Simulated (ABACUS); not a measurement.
# HfIn4SiO6 in ABACUS: the effect of functional

HfIn4SiO6:

```
CELL_PARAMETERS angstrom
2.41418 -8.12947 -0.00361
2.41418 8.12947 -0.00361
-0.98872 0.00000 4.73072
ATOMIC_POSITIONS crystal
Hf 0.00000 0.00000 0.00000
In 0.66321 0.33679 0.00000
In 0.16197 0.83803 0.50000
In 0.33679 0.66321 0.00000
In 0.83803 0.16197 0.50000
Si 0.50000 0.50000 0.50000
O 0.73033 0.73033 0.27051
O 0.26967 0.26967 0.72949
O 0.19575 0.35695 0.27609
O 0.64305 0.80425 0.72391
O 0.80425 0.64305 0.72391
O 0.35695 0.19575 0.27609
```

The cell was built by a generator and needn't be a form met in nature.

Alike in all runs:

```yaml
Program: ABACUS 3.10.1
Task: single point
Potentials_or_basis: SG15 ONCV 1.2 PBE
Cutoff: 1361 eV
Density_cutoff: 5442 eV
Basis: DZP LCAO (the cutoffs set its grid)
k_mesh: 4 × 4 × 4
Occupations: fermi-dirac, width 0.05 eV
Spin: no spin polarisation
```

| functional | gap on the mesh (eV) | pressure (GPa) | largest force (eV/Å) |
| --- | --- | --- | --- |
| LDA | ? | ? | ? |
| PBE | 0.30 | 2.2 | 0.60 |
| PBEsol | 0.31 | -1.8 | 0.87 |
| PW91 | 0.28 | 1.8 | 0.60 |
| WC | 0.30 | -1.8 | 0.82 |
| TPSS | 0.29 | -0.2 | 0.53 |

Q: What does the run with functional LDA give?

A: gap on the mesh 0.28 eV; pressure -5.0 GPa; largest force 1.24 eV/Å.

Caveats: the atomic orbitals were generated for these runs and aren't a published set; spin-orbit coupling is left out, which moves the levels of the heavy elements; the basis of atomic orbitals isn't converged, which shifts pressures, moduli and gaps; the potentials were made for another functional, which shifts forces and pressure (some runs).

A k mesh can miss the band edges.
